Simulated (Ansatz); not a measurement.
**FH₃HfSe₃: up Jacob's ladder to CCSD(T)**

One table from this session's results is given with a row withheld; the runs are named, their logs left out.

Computed with Ansatz 0.2.0, Gaussian basis. Level: functionals in def2-TZVPP, the program's frozen cores in correlated methods.

Levels to be run: LDA (SPW92), PBE-D4, revPBE-D4, BLYP-D4, r2SCAN-D4, B97M-V, PBE0-D4, B3LYP-D4, r2SCANh-D4, r2SCAN0-D4, HSE06-D4, BHLYP-D4, CAM-B3LYP-D4, LC-ωPBE, ωB97X-V, ωB97M-V, B2PLYP, PBE-QIDH; CCSD(T)/def2-SVP; CCSD(T)/def2-TZVPP; MP2/def2-QZVPP; extrapolation to the limit; RPA on PBE.

### Structure used throughout

The geometry comes from an earlier relaxation with PBE0-D4 in a triple-zeta def2 set; it is a stationary point, not always the lowest conformer. Hf takes the def2 core potential; no spin-orbit term is included.

SMILES `[F][Hf]([SeH])([SeH])[SeH]`, 8 atoms, charge 0, spin multiplicity 1.

Atoms are counted from 1 here; the program's logs count them from 0.

Bond lengths: F1–Hf2 1.881 Å, Hf2–Se3 2.568 Å, Hf2–Se4 2.568 Å, Hf2–Se5 2.568 Å, Se3–H6 1.474 Å, Se4–H7 1.474 Å, Se5–H8 1.474 Å. Angles: F1–Hf2–Se3 109.5°, F1–Hf2–Se4 109.5°, F1–Hf2–Se5 109.5°, Se3–Hf2–Se4 109.5°, Se3–Hf2–Se5 109.5°, Se4–Hf2–Se5 109.4°, Hf2–Se3–H6 86.7°, Hf2–Se4–H7 86.7°, Hf2–Se5–H8 86.7°.

As a file:

| atom | x (Å) | y (Å) | z (Å) |
| --- | --- | --- | --- |
| F1 | -0.82261 | -2.56743 | -0.06145 |
| Hf2 | -0.23999 | -0.77942 | -0.02361 |
| Se3 | -0.84882 | 0.36625 | -2.23936 |
| Se4 | -1.38103 | 0.45260 | 1.91885 |
| Se5 | 2.30629 | -0.71516 | 0.30123 |
| H6 | 0.43263 | 1.08470 | -2.12249 |
| H7 | -1.43898 | 1.62623 | 1.02942 |
| H8 | 2.08461 | 0.47501 | 1.14161 |

Set-up of the first run:

in.yaml

```yaml
crystal:
  periodic: [false, false, false]
  atoms:
    - {symbol: F, position_ang: [-0.822615, -2.567425, -0.061450]}
    - {symbol: Hf, position_ang: [-0.239990, -0.779419, -0.023613]}
    - {symbol: Se, position_ang: [-0.848818, 0.366255, -2.239361]}
    - {symbol: Se, position_ang: [-1.381027, 0.452601, 1.918853]}
    - {symbol: Se, position_ang: [2.306295, -0.715158, 0.301231]}
    - {symbol: H, position_ang: [0.432628, 1.084703, -2.122488]}
    - {symbol: H, position_ang: [-1.438981, 1.626233, 1.029416]}
    - {symbol: H, position_ang: [2.084607, 0.475010, 1.141610]}
basis:
  gaussian: {orbitals: def2-TZVPP}
hamiltonian: {xc: lda}
output: {orbitals: {seedname: orbitals}}
```

On the command line:

```console
$ ansatz run in.yaml --threads 2 --pin off --events-out ev --progress --plain --max-ram 32768MiB --backend cuda --devices 0, --max-vram 18GiB
```

Among the steps run: LDA; PBE-D4 (GGA); revPBE-D4 (GGA); BLYP-D4 (GGA); r2SCAN-D4 (meta-GGA); B97M-V (meta-GGA); PBE0-D4 (hybrid); B3LYP-D4 (hybrid); r2SCANh-D4 (hybrid); r2SCAN0-D4 (hybrid); HSE06-D4 (hybrid); BHLYP-D4 (hybrid); CAM-B3LYP-D4 (range-separated); LC-ωPBE (range-separated); ωB97X-V (range-separated); ωB97M-V (range-separated); B2PLYP (double hybrid); PBE-QIDH (double hybrid).

One table of the session follows, with a row left open; its other results are not shown here.

It belongs to the step «Frontier levels by functional». 

| functional | HOMO (eV) | LUMO (eV) | gap (eV) |
| --- | --- | --- | --- |
| LDA (SPW92) | -6.46 | -2.99 | 3.46 |
| PBE-D4 | -6.28 | -2.75 | 3.52 |
| revPBE-D4 | -6.21 | -2.66 | 3.55 |
| BLYP-D4 | ? | ? | ? |
| r2SCAN-D4 | -6.57 | -2.61 | 3.96 |
| B97M-V | -6.58 | -2.58 | 4.00 |
| PBE0-D4 | -7.38 | -1.98 | 5.40 |
| B3LYP-D4 | -7.13 | -2.17 | 4.96 |
| r2SCANh-D4 | -6.97 | -2.32 | 4.65 |
| r2SCAN0-D4 | -7.58 | -1.89 | 5.68 |
| HSE06-D4 | -6.99 | -2.35 | 4.64 |
| BHLYP-D4 | -8.31 | -1.06 | 7.24 |
| CAM-B3LYP-D4 | -8.59 | -0.93 | 7.66 |
| LC-ωPBE | -9.93 | 0.16 | 10.09 |
| ωB97X-V | -9.58 | 0.07 | 9.66 |
| ωB97M-V | -9.44 | -0.04 | 9.40 |

Estimate the missing values for BLYP-D4.

Worked estimate for «HOMO (eV)». Against the share of exact exchange, B3LYP-D4 (0.2, -7.13), BHLYP-D4 (0.5, -8.31) give a slope of -3.93 per unit share; at 0 the line stands at -6.34.

The run gave: HOMO (eV): -6.09; LUMO (eV): -2.62; gap (eV): 3.47. In «HOMO (eV)» the line misses by -0.25.
